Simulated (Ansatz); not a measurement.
# In3N3 zinc blende ring rod (In3N3H12): the relaxed shape and its frontier levels

Aim: characterise In3N3 zinc blende ring rod (In3N3H12) as a singlet: its structure, frontier levels and distribution of charge.

Program: Ansatz 0.2.0, Gaussian basis. Level of theory: RKS PBE0-D4/def2-TZVP. These are calculated values, not measurements.

The runs, in order: relaxation at PBE-D4/def2-SVP; a single point at PBE0-D4/def2-TZVP.

4 further runs of the same task are left out: 2 that didn't finish, 2 set aside as unsound or not needed. Runs told in other sessions of the task aren't counted.

## 1. The starting structure

18 atoms, charge 0, spin multiplicity 1.

Atoms are counted from 1 here; the program's logs count them from 0.

Bond lengths: In1–N4 2.200 Å, In1–N6 2.201 Å, In1–H7 1.693 Å, In1–H8 1.678 Å, In2–N5 2.201 Å, In2–N6 2.199 Å, In2–H9 1.693 Å, In2–H10 1.678 Å, In3–N4 2.200 Å, In3–N5 2.200 Å, In3–H11 1.694 Å, In3–H12 1.678 Å, N4–H13 1.022 Å, N4–H14 1.022 Å, N5–H15 1.022 Å, N5–H16 1.022 Å, N6–H17 1.022 Å, N6–H18 1.022 Å. Angles: N4–In1–N6 98.3°, N4–In1–H7 105.0°, N4–In1–H8 108.7°, N6–In1–H7 105.0°, N6–In1–H8 108.6°, H7–In1–H8 127.3°, N5–In2–N6 98.4°, N5–In2–H9 105.1°, N5–In2–H10 108.7°, N6–In2–H9 105.1°, N6–In2–H10 108.7°, H9–In2–H10 127.2°, N4–In3–N5 98.2°, N4–In3–H11 104.8°, N4–In3–H12 108.8°, N5–In3–H11 105.0°, N5–In3–H12 108.7°, H11–In3–H12 127.4° and more.

Coordinates:

```tsv
atom	x (Å)	y (Å)	z (Å)
In1	-0.6352	-0.6280	1.9896
In2	1.9864	-0.6382	-0.6363
In3	-0.6292	1.9903	-0.6319
N4	-1.8047	0.5518	0.5469
N5	0.5475	0.5478	-1.8053
N6	0.5500	-1.8025	0.5547
H7	-1.7385	-1.7285	2.6524
H8	0.3959	0.4045	2.8188
H9	2.6432	-1.7440	-1.7367
H10	2.8250	0.3924	0.3877
H11	-1.7329	2.6540	-1.7319
H12	0.4067	2.8165	0.3984
H13	-2.3492	-0.0611	-0.0631
H14	-2.5012	1.0813	1.0747
H15	-0.0628	-0.0648	-2.3503
H16	1.0793	1.0742	-2.5009
H17	-0.0604	-2.3512	-0.0545
H18	1.0801	-2.4946	1.0879
```

In takes a core potential in the def2 sets. No spin-orbit coupling is included.

The start is a GFN2-xTB geometry.

## 2. Optimising with PBE-D4/def2-SVP

in.yaml

```yaml
crystal:
  periodic: [false, false, false]
  atoms:
    - {symbol: In, position_ang: [-0.635180, -0.627990, 1.989600]}
    - {symbol: In, position_ang: [1.986350, -0.638220, -0.636340]}
    - {symbol: In, position_ang: [-0.629210, 1.990320, -0.631940]}
    - {symbol: N, position_ang: [-1.804690, 0.551780, 0.546900]}
    - {symbol: N, position_ang: [0.547460, 0.547800, -1.805290]}
    - {symbol: N, position_ang: [0.549980, -1.802490, 0.554710]}
    - {symbol: H, position_ang: [-1.738490, -1.728450, 2.652430]}
    - {symbol: H, position_ang: [0.395940, 0.404490, 2.818850]}
    - {symbol: H, position_ang: [2.643240, -1.743970, -1.736680]}
    - {symbol: H, position_ang: [2.824990, 0.392420, 0.387700]}
    - {symbol: H, position_ang: [-1.732850, 2.654010, -1.731920]}
    - {symbol: H, position_ang: [0.406690, 2.816450, 0.398370]}
    - {symbol: H, position_ang: [-2.349230, -0.061090, -0.063140]}
    - {symbol: H, position_ang: [-2.501180, 1.081310, 1.074690]}
    - {symbol: H, position_ang: [-0.062780, -0.064750, -2.350330]}
    - {symbol: H, position_ang: [1.079260, 1.074180, -2.500940]}
    - {symbol: H, position_ang: [-0.060430, -2.351200, -0.054530]}
    - {symbol: H, position_ang: [1.080140, -2.494610, 1.087870]}
basis:
  gaussian: {orbitals: def2-SVP}
hamiltonian: {xc: pbe, dispersion: d4}
scf: {lower_state_search: "off"}
output: {orbitals: {seedname: orbitals}}
relax: {f_tol: 0.02, max_steps: 100}
```

The run is started by

```console
$ ansatz run in.yaml --threads 4 --pin off --events-out ev --progress --plain --max-ram 4787MiB
```

Further steps of the session: Single point, PBE0-D4/def2-TZVP.

Q: Predict the results of all the runs planned. Wanted: point group; commonest bond, hydrogen aside; HOMO, LUMO at PBE0-D4/def2-TZVP; dipole at PBE-D4/def2-SVP.

The runs gave:

| quantity | value |
| --- | --- |
| point group | C3v |
| commonest bond, hydrogen aside | In–N, 6 of mean length 2.250 Å |
| HOMO, LUMO at PBE0-D4/def2-TZVP | -7.53, -0.57 eV |
| dipole at PBE-D4/def2-SVP | 2.97 D |

What this shows: The molecule keeps its bonding pattern by the stored test; the atoms moved 0.17 Å (rms). No usable vibrations, so a minimum isn't proven. Whether this spin is the lowest isn't tested here.
